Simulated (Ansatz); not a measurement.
Working through harmonic frequencies at the relaxed geometry of CH₇AsSi, SMILES C[SiH2][AsH2]

With the Python package of Ansatz (0.2.0).

Run as a notebook:

**Cell 1**
```python
import ansatz as az
from ase import Atoms
import numpy as np
```

**Cell 2**
```python
BASIS_SET = "def2-SVP"
XC = "HF"
```

**Cell 3**
```python
atoms = Atoms(["C", "Si", "As", "H", "H", "H", "H", "H", "H", "H"], positions=[
    (-0.9486, 0.6237, -0.9495),
    (-0.2226, -0.6434, 0.1163),
    (1.1569, 0.3725, 1.6446),
    (-1.5952, 0.1975, -1.7041),
    (-0.1992, 1.2214, -1.5117),
    (-1.582, 1.3838, -0.3306),
    (0.584, -1.5642, -0.7168),
    (-1.2333, -1.3652, 0.8197),
    (1.8719, -0.9753, 2.0563),
    (2.2511, 0.698, 0.5788),
])
ch7assi = az.Crystal.molecule_from_ase(atoms)
```

**Cell 4**
```python
setup = ch7assi.calculation()
setup = setup.basis(gaussian=BASIS_SET)
setup = setup.functional(XC)
setup = setup.accuracy("medium")
symbols = [site.symbol for site in ch7assi.cartesian_sites]
start = np.array([site.position_ang for site in ch7assi.cartesian_sites], dtype=float)
report = setup.relax(force_tolerance=0.003, max_steps=100).run(threads=1).report
end = np.array(report["positions_ang"])

print("bond        before    after (A)")
for i, j in [(0, 1), (0, 3), (0, 4), (0, 5), (1, 2), (1, 6), (1, 7), (2, 8), (2, 9)]:
    d0, d1 = (np.linalg.norm(xyz[i] - xyz[j]) for xyz in (start, end))
    print(f"{symbols[i]}{i}-{symbols[j]}{j}".ljust(10), f"{d0:8.4f} {d1:8.4f}")
```
Output:
```text
bond        before    after (A)
C0-Si1       1.8079   1.8874
C0-H3        1.0813   1.0924
C0-H4        1.1113   1.0921
C0-H5        1.1670   1.0919
Si1-As2      2.2958   2.3903
Si1-H6       1.4807   1.4831
Si1-H7       1.4273   1.4838
As2-H8       1.5803   1.5100
As2-H9       1.5618   1.5111
```

**Cell 5**
```python
# frequencies need a stationary point, so they are taken at the relaxed geometry
minimum = az.Crystal.molecule()
for symbol, xyz in zip(symbols, end):
    minimum = minimum.atom(symbol, xyz.tolist())
vibrating = minimum.calculation()
vibrating = vibrating.basis(gaussian=BASIS_SET)
vibrating = vibrating.functional(XC).accuracy("medium")
vibrating = vibrating.phonons(temperatures=(298.15, 498.15, 100))
vib = vibrating.run(threads=1).report["vibrations"]
sums = vib["harmonic_sums"]
modes = [m["omega_inv_cm"] for m in sums["modes_at_gamma"] if m["rigid_motion"] == "no"]
for number, w in enumerate(modes, start=1):
    print(f"mode {number:2d} {w:9.1f} 1/cm {w / 8065.544 * 1000:8.2f} meV")
print("imaginary modes:", sum(w < 0 for w in modes), " zero-point energy:", round(sums["zero_point_energy_ev"], 4), "eV")
print("T (K)   F_vib (eV)   S_vib (meV/K)   C_vib (meV/K)")
for row in zip(sums["temperatures_k"], sums["vibrational_free_energy_ev"], vib["entropy_ev_per_k"], vib["heat_capacity_ev_per_k"]):
    print(f"{row[0]:6.1f} {row[1]:11.4f} {1000 * row[2]:13.4f} {1000 * row[3]:15.4f}")
```
Output:
```text
mode  1     123.0 1/cm    15.25 meV
mode  2     158.2 1/cm    19.61 meV
mode  3     173.4 1/cm    21.50 meV
mode  4     367.4 1/cm    45.55 meV
mode  5     465.9 1/cm    57.77 meV
mode  6     584.7 1/cm    72.49 meV
mode  7     627.1 1/cm    77.74 meV
mode  8     714.8 1/cm    88.62 meV
mode  9     761.5 1/cm    94.42 meV
mode 10     815.9 1/cm   101.16 meV
mode 11     953.9 1/cm   118.27 meV
mode 12     961.0 1/cm   119.15 meV
mode 13    1030.8 1/cm   127.80 meV
mode 14    1084.5 1/cm   134.46 meV
mode 15    1396.8 1/cm   173.18 meV
mode 16    1557.0 1/cm   193.05 meV
mode 17    1557.5 1/cm   193.11 meV
mode 18    2313.4 1/cm   286.82 meV
mode 19    2321.5 1/cm   287.83 meV
mode 20    2333.9 1/cm   289.36 meV
mode 21    2340.2 1/cm   290.15 meV
mode 22    3171.9 1/cm   393.27 meV
mode 23    3265.1 1/cm   404.82 meV
mode 24    3269.2 1/cm   405.33 meV
imaginary modes: 0  zero-point energy: 2.0054 eV
T (K)   F_vib (eV)   S_vib (meV/K)   C_vib (meV/K)
 298.1      1.9406        0.5151          0.6279
 398.1      1.8786        0.7242          0.8209
 498.1      1.7960        0.9259          0.9806
```

**Cell 6**
```python
# all hydrogen replaced by deuterium
heavier = vibrating.phonons(masses={"H": 2.014102}).run(threads=1).report["vibrations"]["harmonic_sums"]
print("deuterated (1/cm):", " ".join(f"{m['omega_inv_cm']:.0f}" for m in heavier["modes_at_gamma"] if m["rigid_motion"] == "no"))
print("zero-point energy falls by", round(sums["zero_point_energy_ev"] - heavier["zero_point_energy_ev"], 4), "eV")
```
Output:
```text
deuterated (1/cm): 90 124 142 336 351 418 451 556 580 667 737 748 750 775 1099 1125 1125 1658 1660 1668 1674 2279 2419 2422
zero-point energy falls by 0.5267 eV
```

These settings explore the input space; basis and method may be short of convergence. The frequencies are harmonic and unscaled, in a modest basis. The result belongs to the one conformer reached from this start, and soft torsions count as harmonic oscillators. Finished in 2.3 min on 1 thread of AMD EPYC 9R45 (Zen 5) (shared host), peak memory 0.28 GiB.

(Lines on the test bed's own set-up are left out of the output.)
